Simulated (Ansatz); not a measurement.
# TiTe2: a single-point run

Wanted: a converged single-point run for TiTe2, and a check of what comes out. The structure is shown as the input types it.

Program: Ansatz 0.2.0. Level of theory: density functional or hybrid calculation with the settings of its input, plane waves. These are calculated values, not measurements.

1 further run of the same task is left out (it didn't finish).

### 1 The starting structure

It takes space group P-3m1 (No. 164, trigonal). The conventional cell has a = 3.791 Å, b = 3.791 Å, c = 6.554 Å, α = 90.00°, β = 90.00°, γ = 120.00°. Around Ti (site symmetry -3m) lie 6 Te at 2.77 Å. Te (site symmetry 3m) has 3 Ti at 2.77 Å as nearest neighbours.

Structure file:

```cif
data_structure
_symmetry_space_group_name_H-M 'P 1'
_symmetry_Int_Tables_number 1
_cell_length_a 3.7908
_cell_length_b 3.7908
_cell_length_c 6.5542
_cell_angle_alpha 90.000
_cell_angle_beta 90.000
_cell_angle_gamma 120.000
_cell_volume 81.57
loop_
_atom_site_label
_atom_site_type_symbol
_atom_site_fract_x
_atom_site_fract_y
_atom_site_fract_z
_atom_site_occupancy
Ti1 Ti 0.00000 0.00000 0.00000 1
Te1 Te 0.33333 0.66667 0.25782 1
Te2 Te 0.66667 0.33333 0.74218 1
```

### 2 The calculation

input.yaml reads:

```yaml
crystal:
  lattice:
    - [3.7908320878, 0.0, 0.0]
    - [-1.8954160439, 3.2829568895, 0.0]
    - [0.0, 0.0, 6.55416263]
  atoms:
    - { symbol: Ti, position: [0.0, 0.0, 0.0] }
    - { symbol: Te, position: [0.3333333333, 0.6666666667, 0.2578174199] }
    - { symbol: Te, position: [0.6666666667, 0.3333333333, 0.7421825801] }
kpoints:
  mp_grid: { grid: [6, 6, 2] }
hamiltonian:
  xc: { exchange: pbe, correlation: pbe, exx: { coeff: -0.2, omega: 0.1 } }
scf:
  occupations: { method: fermi_dirac, width: 0.02 }
  n_extra_bands: 4
output:
  forces: true
  stress: true
  eigenvalues: true
```

On the command line:

```sh
$ ansatz run input.yaml --threads 4 --pin off --max-ram 3686MiB --backend cpu --events-out ev --progress --plain --runs-dir out
```

What happens when this is run?

Nothing was computed: the input was turned down at the start. The line that matters: «invalid value for `hamiltonian.xc.exx.coeff`: must be finite and in (0, 1]; got -0.2»

Look at the input: hamiltonian.xc.exx.coeff is -0.2. The program checks this value's range before starting, and it fails the check.

What to do: set hamiltonian.xc.exx.coeff to 0.4.
